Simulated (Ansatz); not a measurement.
# AlGaH (quartet): from Hartree-Fock to the top rungs at distance Al1–Ga2 = 3.760 Å, 6-31G

How much of the correlation energy of AlGaH (quartet) does each wave-function method recover here?

The runs use Ansatz 0.2.0, Gaussian basis; 6-31G, core rule «outside noble gas», up to 19 orbitals frozen.

To be run: UHF; CCSD(T) on ROHF; CCSD(T) on UHF; BCCD(T) on ROHF; CISD; CCSDT(Q) on ROHF; CCSDT(Q) on UHF; CASSCF and MRCISD+Q, 5 electrons in 5 orbitals; CASSCF and NEVPT2, 5 electrons in 5 orbitals; CASSCF and MRCISD+Q, 7 electrons in 9 orbitals; CASSCF and NEVPT2, 7 electrons in 9 orbitals; Full CI.

17 further runs of the same task are left out: 13 that didn't finish, 4 set aside as unsound or not needed.

**1. The system**

The geometry derives from a PBE0/def2-TZVP stationary point (not a proven minimum). One bond is set to the value named and the two fragments are kept rigid. No spin-orbit coupling is included. The filled d shell of Ga may be among the frozen orbitals whatever the setting's name suggests; the logs give the count.

3 atoms, charge 0, spin multiplicity 4.

Atoms are counted from 1 here; the program's logs count them from 0.

Bond lengths: Al1–H3 1.582 Å.

**2. UHF**

Contents of in.yaml:

```yaml
crystal:
  periodic: [false, false, false]
  atoms:
    - {symbol: Al, position_ang: [0.000000, 0.000000, 0.726033]}
    - {symbol: Ga, position_ang: [0.000000, 0.000000, -3.033967]}
    - {symbol: H, position_ang: [0.000000, 0.000000, 2.307933]}
basis:
  gaussian: {orbitals: 6-31G}
magnetization: {spin_polarized: true, initial_magnetization: 3}
hamiltonian: {xc: hf}
output: {orbitals: {seedname: orbitals}}
```

The run is started by

```console
> ansatz run in.yaml --threads 1 --pin off --events-out ev --progress --plain --max-ram 2393MiB
```

Further steps of the session: CCSD(T) on ROHF; CCSD(T) on UHF; BCCD(T) on ROHF; CISD; CCSDT(Q) on ROHF; CCSDT(Q) on UHF; CASSCF and MRCISD+Q, 5 electrons in 5 orbitals; CASSCF and NEVPT2, 5 electrons in 5 orbitals; CASSCF and MRCISD+Q, 7 electrons in 9 orbitals; CASSCF and NEVPT2, 7 electrons in 9 orbitals; Full CI.

**Question.** What will the summary of the whole plan be? Wanted: FCI below the RHF energy; RMP2 from FCI; UMP2 from FCI; RCCSD from FCI; RCCSD(T) from FCI; UCCSD(T) from FCI; RCCSDT(Q) from FCI; UCCSDT(Q) from FCI; NEVPT2 pair from FCI.

**Answer**, as computed:

```
                         quantity                                                                   value
         FCI below the RHF energy                                                              -1.8655 eV
                    RMP2 from FCI                                                             +1013.7 meV
                    UMP2 from FCI                                                              +809.9 meV
                   RCCSD from FCI                                                              +153.7 meV
                RCCSD(T) from FCI                                                               +51.8 meV
                UCCSD(T) from FCI                                                               +80.5 meV
               RCCSDT(Q) from FCI                                                                +1.2 meV
               UCCSDT(Q) from FCI                                                                +0.1 meV
             NEVPT2 pair from FCI                                                              +670.2 meV
           MRCISD+Q pair from FCI                                                               +79.3 meV
          NEVPT2 valence from FCI                                                              +186.0 meV
levels within 1 kcal/mol (43 meV)  RCCSDT, UCCSDT, RCCSDT(Q), UCCSDT(Q), MRCISD valence, MRCISD+Q valence
                    T1 diagnostic                                                                   0.046
   effectively unpaired electrons                                                                    3.16
```

What this shows: RCCSD(T) misses by +51.8 meV, 2.8 % of the correlation energy. CCSD(T) misses by +51.8 meV on the restricted determinant and by +80.5 meV on the unrestricted one; the two need not hold the same state or core. The occupations are near whole numbers, but T1 = 0.046 shows that the orbitals relax strongly. Of the multireference levels listed MRCISD+Q valence comes nearest in total energy (+2.1 meV), which doesn't show that its space is the better one. Coupled cluster took another determinant than the lowest Hartree-Fock one. These misses are within one basis, not against nature; the frozen cores of restricted and unrestricted runs differ, which can shift their rows.
